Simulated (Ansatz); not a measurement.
# BCl3H2Se: the cost of one run

The runs use Ansatz 0.2.0, Gaussian basis; the settings change from run to run.

### Step 1. The relaxed structure

The structure was relaxed beforehand with PBE0-D4 in a triple-zeta def2 set.

SMILES `Cl[B-](Cl)(Cl)[SeH2+]`, 7 atoms, charge 0, spin multiplicity 1.

Atoms are counted from 1 here; the program's logs count them from 0.

Bond lengths: Cl1–B2 1.798 Å, B2–Cl3 1.794 Å, B2–Cl4 1.798 Å, B2–Se5 2.306 Å, Se5–H6 1.470 Å, Se5–H7 1.470 Å. Angles: Cl1–B2–Cl3 115.6°, Cl1–B2–Cl4 115.8°, Cl1–B2–Se5 100.7°, Cl3–B2–Cl4 115.6°, Cl3–B2–Se5 105.2°, Cl4–B2–Se5 100.7°, B2–Se5–H6 97.3°, B2–Se5–H7 97.2°, H6–Se5–H7 91.7°.

### Step 2. B97/pcseg-2

Set apart from the defaults: the search for lower states set to full.

Contents of in.yaml:

```yaml
crystal:
  periodic: [false, false, false]
  atoms:
    - {symbol: Cl, position_ang: [0.937343, -1.193881, 1.699329]}
    - {symbol: B, position_ang: [0.100451, -0.916652, 0.132040]}
    - {symbol: Cl, position_ang: [1.149163, -0.957028, -1.323477]}
    - {symbol: Cl, position_ang: [-1.506803, -1.703025, -0.047475]}
    - {symbol: Se, position_ang: [-0.527341, 1.290370, 0.366111]}
    - {symbol: H, position_ang: [0.802824, 1.884291, 0.165604]}
    - {symbol: H, position_ang: [-0.894337, 1.528025, -1.037831]}
basis:
  gaussian: {orbitals: pcseg-2}
hamiltonian: {xc: {name: B97}}
scf: {lower_state_search: full}
output: {forces: true}
```

Started as:

```sh
$ ansatz run in.yaml --threads 4 --pin off --events-out ev --progress --plain --max-ram 10444MiB
```

Q: Estimate wall time and peak memory on 4 threads of Arm Neoverse V1, shared host.

About 8.5 s, with a peak of 0.75 GiB.
